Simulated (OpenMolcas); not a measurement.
# Cr²⁺ with 2 ligands (bromide): CASSCF and CASPT2 levels and susceptibility

Aim: the ligand-field states of Cr²⁺ in this surrounding, its lowest levels with spin-orbit coupling and its magnetic susceptibility.

Method: state-averaged CASSCF and CASPT2, spin-orbit coupling by RASSI with atomic mean-field integrals. Code: OpenMolcas 26.06.

### Step 1. Starting point

```
Species                           : Cr²⁺ (chromium, Z = 24, 22 electrons)
Basis                             : ANO-RCC-VTZP [6s5p3d2f1g], 113 functions with the ligands
Scalar Hamiltonian                : DKH2, point nucleus
Inactive shells                   : 1s 2s 2p 3s 3p of the metal, and all ligand shells
Active space                      : 4 electrons in 5 orbitals (3d)
Some configurations of this space : 3d4
Orbitals                          : optimised for each spin and parity, averaged over all roots
```

Outer shells as boxes (Hund's rule):

3d4
```
3d [↑ ][↑ ][↑ ][↑ ][  ]
```

Cr²⁺ is taken with 2 ligands (bromide) in linear coordination (D∞h) at 2.55 Å. Ligand basis ANO-RCC-VDZP. The distances are assumed, not relaxed.

```xyz
3

Cr    0.0000    0.0000    0.0000
Br    0.0000    0.0000    2.5500
Br    0.0000    0.0000   -2.5500
```

Each step is its own input file, run in one work folder so that later steps find the files of earlier ones. Labels, J, g values, rates, χT and fits are worked out afterwards by a script from the matrices that RASSI stores.

### Step 2. One- and two-electron integrals

File a.inp:

```
&GATEWAY
Coord
3

Cr 0.0 0.0 0.0
Br 0.000000 0.000000 2.550000
Br 0.000000 0.000000 -2.550000
Basis=Cr.ANO-RCC-VTZP,Br.ANO-RCC-VDZP
Group=XYZ
NoMove
AngMom=0.0 0.0 0.0
AMFI
RICD
&SEWARD
```

Launch:

```
> OMP_NUM_THREADS=1 MOLCAS_MEM=2457 MOLCAS_PROJECT=a pymolcas a.inp > a.log
```

### Step 3. Reference wave functions, quintets of even parity, 5 roots

File a.inp:

```
&RASSCF
FileOrb=start.orb
Symmetry=1
Spin=5
nActEl=4 0 0
Inactive=21 24
Ras2=5 0
CIRoot=5 5 1
SDav=5
CIMx=300
Iter=150 100
PrWF=0.3
OrbListing=Nothing
MaxOrb=0
LevShft=1.0
>>> COPY $Project.JobIph JOB001
```

start.orb holds start orbitals that the driver prepared beforehand, or those of the step before.

### Step 4. Reference wave functions, triplets of even parity, 45 roots

File a.inp:

```
&RASSCF
FileOrb=start.orb
Symmetry=1
Spin=3
nActEl=4 0 0
Inactive=21 24
Ras2=5 0
CIRoot=45 45 1
SDav=45
CIMx=300
Iter=150 100
PrWF=0.3
OrbListing=Nothing
MaxOrb=0
LevShft=1.0
>>> COPY $Project.JobIph JOB002
```

### Step 5. Reference wave functions, singlets of even parity, 50 roots

File a.inp:

```
&RASSCF
FileOrb=start.orb
Symmetry=1
Spin=1
nActEl=4 0 0
Inactive=21 24
Ras2=5 0
CIRoot=50 50 1
SDav=50
CIMx=300
Iter=150 100
PrWF=0.3
OrbListing=Nothing
MaxOrb=0
LevShft=1.0
>>> COPY $Project.JobIph JOB003
```

### Step 6. RASSI: spin-orbit coupling between the states

File a.inp:

```
&RASSI
NrOfJobIphs=3 5 45 50
1 2 3 4 5
1 2 3 4 5 6 7 8 9 10 11 12 13 14 15 16 17 18 19 20 21 22 23 24 25 26 27
28 29 30 31 32 33 34 35 36 37 38 39 40 41 42 43 44 45
1 2 3 4 5 6 7 8 9 10 11 12 13 14 15 16 17 18 19 20 21 22 23 24 25 26 27
28 29 30 31 32 33 34 35 36 37 38 39 40 41 42 43 44 45 46 47 48 49 50
IphNames
JOB001
JOB002
JOB003
EJob
SpinOrbit
DIPRint=1.0
SOCoupling=1000.0
Subsets=2
Property=9
'ANGMOM' 1 'ANGMOM' 2 'ANGMOM' 3 'MLTPL  1' 1 'MLTPL  1' 2 'MLTPL  1' 3
'AMFI' 1 'AMFI' 2 'AMFI' 3
SOProperty=3
'ANGMOM' 1 'ANGMOM' 2 'ANGMOM' 3
```

### Step 7. CASPT2: IPEA 0.25, imaginary shift 0.1 (29 orbitals frozen, the lowest in energy)

File a.inp:

```
>>> COPY JOB001 $Project.JobIph
&CASPT2
Multistate=5 1 2 3 4 5
NoMult
Frozen=12 17
IPEA=0.25
Imaginary=0.1
MaxIter=60
WThr=0.0 0.3 0.05
PrWF=0.5
NoMix
>>> COPY JOB002 $Project.JobIph
&CASPT2
Multistate=45 1 2 3 4 5 6 7 8 9 10 11 12 13 14 15 16 17 18 19 20 21 22
23 24 25 26 27 28 29 30 31 32 33 34 35 36 37 38 39 40 41 42 43 44 45
NoMult
Frozen=12 17
IPEA=0.25
Imaginary=0.1
MaxIter=60
WThr=0.0 0.3 0.05
PrWF=0.5
NoMix
>>> COPY JOB003 $Project.JobIph
&CASPT2
Multistate=50 1 2 3 4 5 6 7 8 9 10 11 12 13 14 15 16 17 18 19 20 21 22
23 24 25 26 27 28 29 30 31 32 33 34 35 36 37 38 39 40 41 42 43 44 45 46
47 48 49 50
NoMult
Frozen=12 17
IPEA=0.25
Imaginary=0.1
MaxIter=60
WThr=0.0 0.3 0.05
PrWF=0.5
NoMix
```

### Step 8. CASPT2: IPEA 0.25, imaginary shift 0.1 (closed shells correlated: none of the metal, with ligand shells; the Frozen line counts the rest)

a.inp: that of step 7 with these lines changed.

```diff
@@ -4,3 +4,3 @@
 NoMult
-Frozen=12 17
+Frozen=17 20
 IPEA=0.25
@@ -16,3 +16,3 @@
 NoMult
-Frozen=12 17
+Frozen=17 20
 IPEA=0.25
@@ -29,3 +29,3 @@
 NoMult
-Frozen=12 17
+Frozen=17 20
 IPEA=0.25
```

(Steps that only read results are left out.)

**Question.** What will these runs give? Wanted: spin-free ground state; first state of the same spin within the active space; lowest level; next level.

As calculated:

| quantity | value |
| --- | --- |
| method | SS-CASPT2, IPEA 0.25, imaginary shift 0.1 (29 orbitals frozen, the lowest in energy) |
| spin-free ground state | 5Sigma, 1-fold in its orbital part |
| first state of the same spin within the active space | 5Pi at 976 cm⁻¹ |
| lowest level | 1-fold |
| next level | 11.1 cm⁻¹ |
| χT at 300 K | 2.66 cm³ K/mol |
| effective moment at 300 K | 4.62 μB |

Cost by method:

```tsv
method	time of its own steps	time with the reference
A. CASSCF	38 s	38 s
B. SS-CASPT2, IPEA 0.25, imaginary shift 0.1 (29 orbitals frozen, the lowest in energy)	1.9 min	2.5 min
C. SS-CASPT2, IPEA 0.25, imaginary shift 0.1, +none	82 s	2 min
```

Times are of one thread on a shared host.

The spin-free ground state (5Sigma) is 1-fold and keeps the highest spin of the shell. χT at 300 K is 2.66, against 3.01 cm³ K/mol for the spin alone, so spin-orbit coupling lowers it. An active space of the d shell alone favours high spin; real ions in strong fields can be low spin. CASPT2 does not keep the components of a term degenerate, and the means are used. The frozen orbitals are chosen by energy, so an outer shell of the metal can be frozen while a deeper shell elsewhere is correlated. With metal d orbitals alone active, the gaps between spin states are rough; where two lie within a few thousand cm-1, their order is open. The bonds are covalent and no ligand orbital is active, so the numbers are rough.
